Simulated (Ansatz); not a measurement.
# TiSn3O8: the cell at several levels of theory

How does the equilibrium cell of TiSn3O8 in the rutile host structure depend on the functional? It is relaxed with PBE, r2SCAN and PBEsol. This is a trial cell built on a prototype, not taken from a measured structure, and it needn't be the compound's ground state.

Program: Ansatz 0.2.0. PAW datasets, plane waves, zero pressure. The cell comes from a prototype generator: it can be a known phase or a hypothetical one. Spin polarisation is off.

### 1 The system as given

The symmetry is Cmmm (No. 65, orthorhombic); a = 6.835 Å, b = 6.835 Å, c = 6.507 Å in the conventional setting, 12.67 Å³ an atom. Sn has 6 O at 2.09–2.10 Å; O has 3 Sn at 2.09–2.10 Å; O has 2 Sn at 2.09–2.10 Å and 1 Ti at 2.10 Å; Ti has 6 O at 2.09–2.10 Å.

As a file:

```
CELL_PARAMETERS angstrom
3.41748 -3.41748 0.00000
3.41748 3.41748 0.00000
0.00000 0.00000 6.50685
ATOMIC_POSITIONS crystal
Sn 0.50000 0.50000 0.00000
Sn 0.00000 0.00000 0.75000
O 0.19403 0.19403 0.00000
O 0.80597 0.80597 0.00000
O 0.69403 0.30597 0.75000
O 0.30597 0.69403 0.75000
Ti 0.50000 0.50000 0.50000
Sn 0.00000 0.00000 0.25000
O 0.19403 0.19403 0.50000
O 0.80597 0.80597 0.50000
O 0.69403 0.30597 0.25000
O 0.30597 0.69403 0.25000
```

### 2 PBE: cell and atoms

Contents of input.yaml:

```yaml
crystal:
  lattice:
    - [3.41747647, -3.41747647, 0.0]
    - [3.41747647, 3.41747647, 0.0]
    - [0.0, 0.0, 6.50685067]
  atoms:
    - { symbol: Sn, position: [0.5, 0.5, 0.0] }
    - { symbol: Sn, position: [0.0, 0.0, 0.75] }
    - { symbol: O, position: [0.1940277, 0.1940277, 0.0] }
    - { symbol: O, position: [0.8059723, 0.8059723, 0.0] }
    - { symbol: O, position: [0.6940277, 0.3059723, 0.75] }
    - { symbol: O, position: [0.3059723, 0.6940277, 0.75] }
    - { symbol: Ti, position: [0.5, 0.5, 0.5] }
    - { symbol: Sn, position: [0.0, 0.0, 0.25] }
    - { symbol: O, position: [0.1940277, 0.1940277, 0.5] }
    - { symbol: O, position: [0.8059723, 0.8059723, 0.5] }
    - { symbol: O, position: [0.6940277, 0.3059723, 0.25] }
    - { symbol: O, position: [0.3059723, 0.6940277, 0.25] }
kpoints:
  mp_grid: { grid: [6, 6, 4] }
hamiltonian:
  xc: pbe
scf:
  occupations: { method: fermi_dirac, width: 0.02 }
relax:
  f_tol: 0.005
  cell: {}
```

After this run come: Relaxation with r2SCAN; Relaxing with PBEsol.

Q: Predict the outcome of this session. Wanted: for each run, a; b; c; volume; space group; SCF geometries.

The runs gave:

```
 level  a (Å)  b (Å)  c (Å)  volume (Å³/atom)  space group  SCF geometries
   PBE  6.751  6.763  6.361            12.100         Cmmm              10
r2SCAN  6.664  6.677  6.296            11.672         Cmmm               7
PBEsol  6.673  6.683  6.308            11.721         Cmmm               8
```

**Reading.** From the start to the first minimum the volume moved by -4.5 %. r2SCAN gives the smallest cell and PBE the largest; they differ by 3.7 % in volume, a mean of 1.2 % in length.
